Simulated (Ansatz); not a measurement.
# C₂H₅BClN: basis-set convergence

Aim: see how fast density functionals converge with the basis set for C₂H₅BClN.

Method: one geometry, several basis sets; program: Ansatz 0.2.0, Gaussian basis.

The runs, in order: PBE0-D4/def2-SVP; ωB97M-V/def2-SVP; PBE0-D4/def2-QZVPP; ωB97M-V/def2-QZVPP; the functionals' def2-TZVPP values are taken from earlier runs.

## 1. Structure used throughout

An earlier PBE0-D4 in a triple-zeta def2 set relaxation fixed the geometry.

SMILES `B/N=C(/C)Cl`, 10 atoms, charge 0, spin multiplicity 1.

Atoms are counted from 1 here; the program's logs count them from 0.

Bond lengths: B1–N2 1.361 Å, B1–H6 1.197 Å, B1–H7 1.197 Å, N2–C3 1.228 Å, C3–C4 1.490 Å, C3–Cl5 1.768 Å, C4–H8 1.092 Å, C4–H9 1.089 Å, C4–H10 1.092 Å. Angles: N2–B1–H6 118.8°, N2–B1–H7 118.8°, H6–B1–H7 122.4°, B1–N2–C3 176.8°, N2–C3–C4 127.0°, N2–C3–Cl5 120.2°, C4–C3–Cl5 112.9°, C3–C4–H8 109.9°, C3–C4–H9 109.8°, C3–C4–H10 109.9°, H8–C4–H9 109.9°, H8–C4–H10 107.4°, H9–C4–H10 109.9°.

Coordinates:

```
B    -1.4140    1.4234   -0.7160
N    -0.4746    0.4695   -0.4706
C     0.3786   -0.4004   -0.3172
C     0.9245   -0.9014    0.9754
Cl    1.0938   -1.2010   -1.7213
H    -2.5638    1.0979   -0.7763
H    -1.0616    2.5597   -0.8443
H     2.0053   -0.7487    1.0061
H     0.4518   -0.3758    1.8034
H     0.7433   -1.9745    1.0638
```

## 2. PBE0-D4 in def2-SVP

in.yaml

```yaml
crystal:
  periodic: [false, false, false]
  atoms:
    - {symbol: B, position_ang: [-1.413995, 1.423444, -0.716049]}
    - {symbol: N, position_ang: [-0.474629, 0.469534, -0.470594]}
    - {symbol: C, position_ang: [0.378604, -0.400357, -0.317155]}
    - {symbol: C, position_ang: [0.924520, -0.901365, 0.975425]}
    - {symbol: Cl, position_ang: [1.093795, -1.200998, -1.721269]}
    - {symbol: H, position_ang: [-2.563780, 1.097884, -0.776342]}
    - {symbol: H, position_ang: [-1.061649, 2.559692, -0.844254]}
    - {symbol: H, position_ang: [2.005257, -0.748667, 1.006052]}
    - {symbol: H, position_ang: [0.451801, -0.375770, 1.803394]}
    - {symbol: H, position_ang: [0.743276, -1.974497, 1.063793]}
basis:
  gaussian: {orbitals: def2-SVP}
hamiltonian: {xc: pbe0, dispersion: d4}
output: {orbitals: {seedname: orbitals}}
```

Command:

```sh
$ ansatz run in.yaml --threads 4 --pin off --events-out ev --progress --plain --max-ram 10444MiB
```

The runs that follow: ωB97M-V in def2-SVP; PBE0-D4 in def2-QZVPP; ωB97M-V in def2-QZVPP.

Q: Predict the results of all the runs planned. Wanted: PBE0-D4: double and triple zeta above quadruple; ωB97M-V: double and triple zeta above quadruple.

The runs gave:

| quantity | value |
| --- | --- |
| PBE0-D4: double and triple zeta above quadruple | 9.65, 0.61 eV |
| ωB97M-V: double and triple zeta above quadruple | 9.80, 0.58 eV |

What this shows: PBE0-D4 gains 9.04 eV from double to triple zeta, then 0.61 eV more. These are total energies; as a rule much of such shifts cancels in differences, which this series doesn't test. The LUMO of ωB97M-V is positive and keeps falling with the basis (1.64 to 1.08 eV): an unbound level that the basis holds in place.
